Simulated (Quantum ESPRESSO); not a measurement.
B3Pd:

```xyz
4
Lattice="0.0000 2.6177 2.6177 2.6177 0.0000 2.6177 2.6177 2.6177 0.0000" Properties=species:S:1:pos:R:3 pbc="T T T"
B     0.0000    0.0000    0.0000
B     1.3088    1.3088    1.3088
B     3.9265    3.9265    3.9265
Pd    2.6177    2.6177    2.6177
```

The cell was built by a generator and needn't be a form met in nature.

| Quantity | Value |
| --- | --- |
| Program | Quantum ESPRESSO 7.5 |
| Task | phonons |
| Functional | PBE |
| Dispersion | D2 |
| Potentials or basis | GBRV 1.5 PBE |
| Cutoff | 612 eV |
| Density cutoff | 4898 eV |
| k mesh | 6 × 6 × 6 |
| Occupations | cold, width 0.2 eV |
| Spin | no spin polarisation |
| Mixing beta | 0.5 |
| Most SCF iterations | 120 |
| SCF threshold | 8e-10 Ry |

The cell and the atoms were relaxed first, to 8.57 Å³/atom (a = 3.647 Å, b = 3.647 Å, c = 3.647 Å, α = 60.00°, β = 60.00°, γ = 60.00°), and the response was taken there.

Where do the zone-centre optical modes lie?

T1u at 495i cm⁻¹ (IR); T2g at 245i cm⁻¹ (Raman); T1u at 133 cm⁻¹ (IR). Imaginary frequencies mark an instability of this cell.

Optical modes at Γ, degenerate ones joined:
| cm⁻¹ | components | symmetry | active in |
| --- | --- | --- | --- |
| 495i | 3 | T1u | IR |
| 245i | 3 | T2g | Raman |
| 133 | 3 | T1u | IR |

Caveat: the k mesh is coarse; the mesh is thin for the phonons of a metal; some modes are imaginary; pairwise dispersion overbinds metals, which lowers pressure and volume.
